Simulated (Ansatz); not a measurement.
# AsH3N: the cost of one run

All numbers below are computed with Ansatz 0.2.0 (UKS PBE/def2-TZVP).

### Step 1. Starting point

Bond lengths: N1–As2 1.833 Å, N1–H3 1.011 Å, N1–H4 1.011 Å, As2–H5 1.510 Å. Angles: N1–As2–H5 92.8°, As2–N1–H3 114.6°, As2–N1–H4 117.9°, H3–N1–H4 109.2°.

Coordinates:

```xyz
5

N    -0.2238   -0.5462    0.2477
As    0.9744    0.8386    0.1760
H     0.1855   -1.4466    0.4554
H    -0.8780   -0.6461   -0.5162
H    -0.0581    1.8002   -0.3630
```

### Step 2. Relaxing end A

input.yaml reads:

```yaml
crystal:
  periodic: [false, false, false]
  atoms:
    - { symbol: "N", position_ang: [-0.22375, -0.54621, 0.24774] }
    - { symbol: As, position_ang: [0.97437, 0.83859, 0.17601] }
    - { symbol: H, position_ang: [0.1855, -1.44658, 0.45538] }
    - { symbol: H, position_ang: [-0.87801, -0.64605, -0.51617] }
    - { symbol: H, position_ang: [-0.05812, 1.80025, -0.36296] }
magnetization:
  spin_polarized: true
  initial_magnetization: 1
basis:
  gaussian: { orbitals: def2-TZVP }
hamiltonian:
  xc: pbe
relax:
  f_tol: 0.015
  max_steps: 40
```

Command:

```console
$ ansatz run input.yaml --threads 2 --pin off --max-ram 3072MiB --backend cpu --events-out ev --progress --plain --runs-dir out
```

Q: Estimate wall time and peak memory on 2 threads of AMD EPYC 9R45 (Zen 5), shared host.

About 4.6 s, with a peak of 0.18 GiB.
